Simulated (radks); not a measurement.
**Ionisation of Ir²⁺: one atom, several choices of exchange strength α**

One table from this session's results is given with a row withheld; the runs are named, their logs left out.

Method: scalar-relativistic Kohn-Sham, spin-unpolarised, spherical densities, point nucleus. Code: radks (a radial shooting solver on a logarithmic mesh, Libxc functionals) version 1.

### Starting point

```
element       : iridium (Z = 77)
charge        : +2
electrons     : 75
configuration : [Xe] 4f14 5d7
ion           : Ir³⁺, [Xe] 4f14 5d6
choices       : α = 0.565; α = 0.588; α = 0.623; α = 0.667; α = 1.011
```

Outer shells as boxes (Hund's rule):

Ir²⁺
```
[Xe] core
4f [↑↓][↑↓][↑↓][↑↓][↑↓][↑↓][↑↓]
5d [↑↓][↑↓][↑ ][↑ ][↑ ]
```

Ir³⁺
```
[Xe] core
4f [↑↓][↑↓][↑↓][↑↓][↑↓][↑↓][↑↓]
5d [↑↓][↑ ][↑ ][↑ ][↑ ]
```

Set-up of the first run:

The run's settings:

```text
Z 77
configuration [Xe] 4f14 5d7
relativity scalar-relativistic
functional xalpha 0.565
spin unpolarised
nucleus point
c 137.035999084
```

Among the steps run: α = 0.565: Ir²⁺.

One table of the session follows, with a row left open; its other results are not shown here.

It belongs to the step «α = 0.565: Ir²⁺». Sizes of the orbitals, from the radial functions (bohr):

| level | <r> | outermost maximum (interpolated) | 90 % within | nodes |
| --- | --- | --- | --- | --- |
| 3d | 0.1737 | 0.142 | 0.269 | 0 |
| 4s | 0.4245 | 0.398 | 0.609 | 3 |
| 4p | 0.4521 | 0.418 | 0.657 | 2 |
| 4d | 0.4806 | 0.427 | 0.719 | 1 |
| 5s | 0.9814 | 0.893 | 1.41 | 4 |
| 4f | 0.5404 | 0.396 | 0.879 | 0 |
| 5p | ? | ? | ? | ? |
| 5d | 1.673 | 1.31 | 2.60 | 2 |

Q: Estimate the row for 5p from the others.

The run gave: <r>: 1.140; outermost maximum (interpolated): 1.01; 90 % within: 1.66; nodes: 3. In the column «<r>» it lies between 5s (0.9814) and 5d (1.673).

Limits of these values: Spin polarisation and multiplet splitting are left out, so open shells lie too high by an amount that depends on their filling.
